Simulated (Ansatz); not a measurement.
Predict the output of the script below (Ansatz 0.2.0 through its Python package).

Script `sbas.py`:
```python
"""Density of SbAs less that of its sublattices."""

import logging
import sys

import ansatz as az
import numpy as np

logging.basicConfig(stream=sys.stdout, format="%(levelname)s:%(name)s:%(message)s")
log = logging.getLogger("run")
log.setLevel(logging.INFO)

vectors0 = np.array([
    [2.01275, 1.162062, 3.612333],
    [-2.01275, 1.162062, 3.612333],
    [0.0, -2.324124, 3.612333],
])
sites = [
    ("Sb", [0.5, 0.5, 0.5]),
    ("As", [0.0, 0.0, 0.0]),
]


def make_crystal(cell):
    crystal = az.Crystal(lattice=az.Lattice.of(cell))
    for symbol, position in sites:
        crystal = crystal.atom(symbol, position)
    return crystal

# same cell, cutoff and mesh for the crystal and its parts
def solve(crystal):
    return (
        crystal.calculation()
        .occupations("fermi_dirac")
        .functional(az.Functional.PBESOL)
        .basis(460, grid_basis="typed")  # a bare number is in eV
        .kpoints(6, 6, 6)
        .density()
        .run(threads=1)
    )


whole = solve(make_crystal(vectors0))
difference = whole.density().channels[0].density_e_per_ang3.copy()
binding = whole.report["free_energy_ev"]
for element in ["Sb", "As"]:
    part = az.Crystal(lattice=az.Lattice.of(vectors0))
    for symbol, position in sites:
        if symbol == element:
            part = part.atom(symbol, position)
    alone = solve(part)
    difference -= alone.density().channels[0].density_e_per_ang3
    binding -= alone.report["free_energy_ev"]
    log.info(f"{element} sublattice: {alone.report['n_electrons']:g} electrons, {alone.report['n_iterations']} iterations")

voxel = abs(np.linalg.det(vectors0)) / difference.size
log.info(f"energy of the crystal less its unpolarised sublattices: {binding / len(sites):.4f} eV/atom")
log.info(f"net charge of the difference {difference.sum() * voxel:.5f} e, charge moved {0.5 * np.abs(difference).sum() * voxel:.3f} e")
log.info(f"extremes {difference.min():.4f} and {difference.max():.4f} e/A^3")
for (symbol, position) in sites:
    index = tuple(int(round(p * n)) % n for p, n in zip(position, difference.shape))
    log.info(f"  change of the pseudo-density at the grid point nearest {symbol}: {difference[index]:+.4f} e/A^3")
profile = difference.mean(axis=(0, 1))
print("planar mean along the third vector:", np.round(profile[:: max(len(profile) // 12, 1)], 4))
```

```console
$ python sbas.py
INFO:run:Sb sublattice: 15 electrons, 6 iterations
INFO:run:As sublattice: 15 electrons, 7 iterations
INFO:run:energy of the crystal less its unpolarised sublattices: -2.1946 eV/atom
INFO:run:net charge of the difference -0.00000 e, charge moved 0.374 e
INFO:run:extremes -0.0265 and 0.0619 e/A^3
INFO:run:  change of the pseudo-density at the grid point nearest Sb: +0.0390 e/A^3
INFO:run:  change of the pseudo-density at the grid point nearest As: +0.0278 e/A^3
planar mean along the third vector: [-0.0032 -0.0017  0.0025  0.0067  0.0071  0.0028 -0.0032 -0.0078 -0.0096
 -0.0078 -0.0032  0.0028  0.0071  0.0067  0.0025 -0.0017]
```

The mesh is modest for a metal, so energies can be off by several to tens of meV an atom and pressures by half a GPa or more; differences at equal mesh fare better. The fields are valence quantities on the plane-wave grid; their values near the nuclei depend on the potentials. The starting cell is as deposited in a crystallographic database; the results hold for this polymorph, which needn't be the stable one. Charge moved counts every rearrangement, bonding and polarisation too, and is no transfer between atoms; the bare sublattices are artificial references. Values near the nuclei depend on the potentials. Run time: 4.4 s on 1 thread of Intel(R) Xeon(R) Platinum 8259CL CPU @ 2.50GHz (Skylake/Cascade Lake) (shared host), peak memory 0.42 GiB.
